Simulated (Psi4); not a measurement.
# PBE/6-31G(d) (spherical functions) run of Ge2H6 (digermane)

Aim: the vertical ionisation energy of Ge2H6 (digermane) at PBE/6-31G* (spherical functions), from 2 runs. 

The calculation is run with Psi4 1.11.

1 further run of the same task is left out (set aside as unsound or not needed).

### Step 1. The system as given

The species is Ge2H6 (8 atoms), meant as a singlet with charge 0. As SMILES, `[GeH3][GeH3]`. The shape is that of a PBE0-D4/def2-TZVP optimisation.

Bond lengths: Ge1–Ge2 2.420 Å, Ge1–H3 1.537 Å, Ge1–H4 1.537 Å, Ge1–H5 1.537 Å, Ge2–H6 1.537 Å, Ge2–H7 1.537 Å, Ge2–H8 1.537 Å. Some angles: Ge1–Ge2–H6 110.3°, Ge1–Ge2–H7 110.3°, Ge1–Ge2–H8 110.3°, Ge2–Ge1–H3 110.3°, Ge2–Ge1–H4 110.3°, Ge2–Ge1–H5 110.3°, H6–Ge2–H7 108.6°, H6–Ge2–H8 108.6°, H7–Ge2–H8 108.6°, H3–Ge1–H4 108.6°.

### Step 2. Energy and gradient at PBE/6-31G(d) (spherical functions)

File ge2h6.xyz:

```xyz
8
Ge2H6
Ge    -0.569150     0.281910    -1.029950
Ge     0.569150    -0.281910     1.029950
H     -0.360530    -0.825230    -2.075830
H     -2.077470     0.442320    -0.780090
H     -0.023210     1.601970    -1.597890
H      0.367430     0.829100     2.073090
H      2.076310    -0.450460     0.778490
H      0.017470    -1.597700     1.602230
```

File ge2h6.py:

```python
import psi4

psi4.set_memory(2200000000)
psi4.set_num_threads(1)
psi4.core.set_output_file('run.log', False)

with open('ge2h6.xyz') as f:
    atoms = ''.join(f.readlines()[2:])
m = psi4.geometry('0 1\n' + atoms + 'symmetry c1\nno_reorient\nno_com')

options = {'puream': True, 'e_convergence': 1e-09, 'd_convergence': 1e-08, 'scf_type': 'pk', 'dft_radial_points': 99, 'dft_spherical_points': 590}
psi4.set_options(options)

energy_value, wavefunction = psi4.gradient("pbe/6-31G*", return_wfn=True)
psi4.oeprop(wavefunction, "MAYER_INDICES", "MULLIKEN_CHARGES", "WIBERG_LOWDIN_INDICES", title="PBE")
print('gradient / Eh bohr^-1')
print(energy_value.np.round(6))
print(f'energy = {wavefunction.energy():.10f} Eh')
```

Launch:

```
$ python ge2h6.py
```

run.log:

```text
[...]
  Running in c1 symmetry.
[...]
  Nuclear repulsion =  323.373940276510041
[...]
  Multiplicity = 1
[...]
  Nalpha       = 35
  Nbeta        = 35
[...]
    Number of basis functions: 76
[...]
   @RKS iter   1: -4153.28048209963708   -3.04354e+00   5.18043e-02 ADIIS/DIIS
[...]
   @RKS iter  10: -4156.37846064116638    0.00000e+00   3.86203e-09 DIIS
[...]
    Orbital Energies [Eh]
    ---------------------
    Doubly Occupied:
       1A   -397.038764     2A   -397.038741     3A    -49.184992
       4A    -49.184946     5A    -43.801163     6A    -43.801128
       7A    -43.800819     8A    -43.800819     9A    -43.800814
      10A    -43.800814    11A     -5.987594    12A     -5.987567
      13A     -4.202171    14A     -4.201829    15A     -4.201535
      16A     -4.201535    17A     -4.201515    18A     -4.201515
      19A     -1.092233    20A     -1.089963    21A     -1.089963
      22A     -1.088751    23A     -1.088751    24A     -1.087075
      25A     -1.087075    26A     -1.085385    27A     -1.085385
      28A     -1.083801    29A     -0.530922    30A     -0.472030
      31A     -0.317772    32A     -0.317771    33A     -0.293545
      34A     -0.293544    35A     -0.257579
[...]
  @RKS Final Energy: -4156.37846064116638
   => Energetics <=
    Nuclear Repulsion Energy =            323.3739402765100408
    One-Electron Energy =               -6436.3686755014086884
    Two-Electron Energy =                2116.1391336471924660
    DFT Exchange-Correlation Energy =    -159.5228590634602597
    Empirical Dispersion Energy =           0.0000000000000000
    VV10 Nonlocal Energy =                  0.0000000000000000
    Total Energy =                      -4156.3784606411663844
[...]
 Multipole Moments:
 ------------------------------------------------------------------------------------
     Multipole            Electronic (a.u.)      Nuclear  (a.u.)        Total (a.u.)
 ------------------------------------------------------------------------------------
 L = 1.  Multiply by 2.5417464519 to convert [e a0] to [Debye]
 Dipole X            :          0.0000030            0.0000000            0.0000030
 Dipole Y            :         -0.0000037            0.0000000           -0.0000037
 Dipole Z            :         -0.0000028            0.0000000           -0.0000028
 Magnitude           :                                                    0.0000055
[...]
  -Total Gradient:
     Atom            X                  Y                   Z
    ------   -----------------  -----------------  -----------------
       1       -0.001120132775     0.000555310987    -0.002036100073
       2        0.001122248611    -0.000558170624     0.002033978979
       3       -0.000461138988     0.003608568327     0.003949473078
       4        0.005308816520    -0.000660332648    -0.000408862118
       5       -0.001600048635    -0.004556354866     0.002342838519
       6        0.000442668974    -0.003616397767    -0.003940109828
       7       -0.005307840273     0.000681670271     0.000413245442
       8        0.001615344114     0.004545773960    -0.002354453529
[...]
  Mulliken Charges: (a.u.)
   Center  Symbol    Alpha    Beta     Spin     Total
       1    GE    16.09161 16.09161  0.00000 -0.18322
       2    GE    16.09161 16.09161  0.00000 -0.18322
       3     H     0.46946  0.46946  0.00000  0.06107
       4     H     0.46947  0.46947  0.00000  0.06107
       5     H     0.46946  0.46946  0.00000  0.06107
       6     H     0.46946  0.46946  0.00000  0.06107
       7     H     0.46946  0.46946  0.00000  0.06107
       8     H     0.46946  0.46946  0.00000  0.06107
   Total alpha = 35.00000, Total beta = 35.00000, Total charge = -0.00000
[...]
```

Standard output:

```text
gradient / Eh bohr^-1
[[-0.00112   0.000555 -0.002036]
 [ 0.001122 -0.000558  0.002034]
 [-0.000461  0.003609  0.003949]
 [ 0.005309 -0.00066  -0.000409]
 [-0.0016   -0.004556  0.002343]
 [ 0.000443 -0.003616 -0.00394 ]
 [-0.005308  0.000682  0.000413]
 [ 0.001615  0.004546 -0.002354]]
energy = -4156.3784606412 Eh
```

Run time: 42 s. Hardware: 1 thread of Intel Xeon at 2.50GHz (Skylake/Cascade Lake), shared host; peak memory 0.98 GiB.

### Step 3. The doublet cation, same level

File ge2h6.json:

```json
{
 "schema_name": "qcschema_input",
 "schema_version": 1,
 "molecule": {
  "schema_name": "qcschema_molecule",
  "schema_version": 2,
  "symbols": ["Ge", "Ge", "H", "H", "H", "H", "H", "H"],
  "geometry": [-1.07553762, 0.53273269, -1.94632342, 1.07553762, -0.53273269, 1.94632342, -0.68130296, -1.55945869, -3.92275018, -3.92584933, 0.83586366, -1.47415645, -0.04386054, 3.02728456, -3.01957448, 0.69434207, 1.56677193, 3.91757233, 3.92365725, -0.85124603, 1.47113289, 0.03301352, -3.01921543, 3.02777589],
  "molecular_charge": 1,
  "molecular_multiplicity": 2,
  "fix_symmetry": "c1",
  "fix_com": true,
  "fix_orientation": true
 },
 "driver": "gradient",
 "model": {
  "method": "pbe",
  "basis": "6-31G*"
 },
 "keywords": {
  "reference": "uks",
  "puream": true,
  "e_convergence": 1e-09,
  "d_convergence": 1e-08,
  "scf_type": "pk",
  "dft_radial_points": 99,
  "dft_spherical_points": 590,
  "maxiter": 100,
  "scf_properties": ["DIPOLE", "WIBERG_LOWDIN_INDICES", "MAYER_INDICES"]
 }
}
```

Launch:

```
$ psi4 --qcschema ge2h6.json -n 1 --memory 2200MB
```

stdout, shortened:

```text
[...]
  Running in c1 symmetry.
[...]
  Nuclear repulsion =  323.373940801592084
[...]
  Multiplicity = 2
[...]
  Nalpha       = 35
  Nbeta        = 34
[...]
    Number of basis functions: 76
[...]
   @UKS iter   1: -4153.08093004186321   -2.84399e+00   5.12988e-02 ADIIS/DIIS
[...]
   @UKS iter  14: -4156.00842506743084   -4.54747e-12   9.65671e-09 DIIS
[...]
   @S^2 Observed:                7.510655603E-01
[...]
  @UKS Final Energy: -4156.00842506743084
   => Energetics <=
    Nuclear Repulsion Energy =            323.3739408015920844
    One-Electron Energy =               -6419.0659146941061408
    Two-Electron Energy =                2098.9182290110047688
    DFT Exchange-Correlation Energy =    -159.2346801859215475
    Empirical Dispersion Energy =           0.0000000000000000
    VV10 Nonlocal Energy =                  0.0000000000000000
    Total Energy =                      -4156.0084250674308350
[...]
 Multipole Moments:
 ------------------------------------------------------------------------------------
     Multipole            Electronic (a.u.)      Nuclear  (a.u.)        Total (a.u.)
 ------------------------------------------------------------------------------------
 L = 1.  Multiply by 2.5417464519 to convert [e a0] to [Debye]
 Dipole X            :          0.0000011            0.0000000            0.0000011
 Dipole Y            :         -0.0000022           -0.0000000           -0.0000022
 Dipole Z            :         -0.0000008            0.0000000           -0.0000008
 Magnitude           :                                                    0.0000026
[...]
  -Total Gradient:
     Atom            X                  Y                   Z
    ------   -----------------  -----------------  -----------------
       1        0.030351919081    -0.015034496540     0.054922065636
       2       -0.030349883394     0.015031867652    -0.054924055252
       3       -0.007903544059     0.010912863862    -0.004388339951
       4        0.004054975534     0.002075293485    -0.013418145753
       5       -0.010258537416    -0.005999999155    -0.007717172673
       6        0.007860683299    -0.010934434272     0.004407238775
       7       -0.004049834937    -0.002025234925     0.013428230881
       8        0.010294143117     0.005974204887     0.007690187904
[...]
```

The result, in JSON:

```text
{
 "driver": "gradient",
 "model": {
  "method": "pbe",
  "basis": "6-31G*"
 },
 "success": true,
 "return_result": [0.03035191908143861, -0.015034496540267433, 0.0549220656361355, -0.030349883394454442, 0.015031867651617535, -0.05492405525154939, -0.007903544059103844, 0.010912863862046596, -0.004388339951001921, 0.004054975533911626, 0.0020752934845108817, -0.013418145752945155, -0.01025853741630544, -0.005999999154787383, -0.007717172672670386, 0.00786068329932937, -0.010934434272106053, 0.0044072387749967135, -0.004049834936700886, -0.002025234925167832, 0.013428230881163428, 0.010294143116845622, 0.005974204887180201, 0.007690187904115145],
 "properties": {
  "calcinfo_nbasis": 76,
  "calcinfo_nmo": 76,
  "calcinfo_nalpha": 35,
  "calcinfo_nbeta": 34,
  "calcinfo_natom": 8,
  "nuclear_repulsion_energy": 323.3739408015921,
  "return_energy": -4156.008425067431,
  "return_gradient": [0.03035191908143861, -0.015034496540267433, 0.0549220656361355, -0.030349883394454442, 0.015031867651617535, -0.05492405525154939, -0.007903544059103844, 0.010912863862046596, -0.004388339951001921, 0.004054975533911626, 0.0020752934845108817, -0.013418145752945155, -0.01025853741630544, -0.005999999154787383, -0.007717172672670386, 0.00786068329932937, -0.010934434272106053, 0.0044072387749967135, -0.004049834936700886, -0.002025234925167832, 0.013428230881163428, 0.010294143116845622, 0.005974204887180201, 0.007690187904115145],
  "scf_one_electron_energy": -6419.065914694106,
  "scf_two_electron_energy": 2098.9182290110048,
  "scf_xc_energy": -159.23468018592155,
  "scf_dipole_moment": [1.1424554732034076e-06, -2.237385793107949e-06, -7.695294158560628e-07],
  "scf_total_energy": -4156.008425067431,
  "scf_total_gradient": [0.03035191908143861, -0.015034496540267433, 0.0549220656361355, -0.030349883394454442, 0.015031867651617535, -0.05492405525154939, -0.007903544059103844, 0.010912863862046596, -0.004388339951001921, 0.004054975533911626, 0.0020752934845108817, -0.013418145752945155, -0.01025853741630544, -0.005999999154787383, -0.007717172672670386, 0.00786068329932937, -0.010934434272106053, 0.0044072387749967135, -0.004049834936700886, -0.002025234925167832, 0.013428230881163428, 0.010294143116845622, 0.005974204887180201, 0.007690187904115145],
  "scf_iterations": 14
 }
}
```

Wall time 66 s (1 thread of Intel Xeon at 2.50GHz (Skylake/Cascade Lake), shared host); peak memory 0.98 GiB.

### Step 4. Summary of results

At PBE/6-31G* (spherical functions):

```
                                          quantity           value
                       singlet Ge2H6: total energy  -4156.37846 Eh
                      singlet Ge2H6: dipole moment          0.00 D
                        singlet Ge2H6: HOMO energy        -7.01 eV
                        singlet Ge2H6: LUMO energy        -0.39 eV
                      singlet Ge2H6: HOMO–LUMO gap         6.62 eV
           singlet Ge2H6: largest force on an atom      0.276 eV/Å
                      doublet cation: total energy  -4156.00843 Eh
doublet cation: HOMO energy (highest over α and β)       -13.83 eV
 doublet cation: LUMO energy (lowest over α and β)       -13.09 eV
                              doublet cation: ⟨S²⟩           0.751
          doublet cation: largest force on an atom      3.318 eV/Å
vertical ionisation energy (to the doublet cation)       10.069 eV
```

In words: Removing an electron at fixed nuclei costs 10.07 eV (972 kJ/mol). The largest force (singlet Ge2H6) is 0.28 eV/Å: the shape isn't a stationary point for this species at this level. The negative HOMO energy of the first species, 7.01 eV, lies 3.06 eV below that difference. Mulliken charges (singlet Ge2H6) run from -0.18 on Ge1 to +0.06 on H3; they depend strongly on the basis.
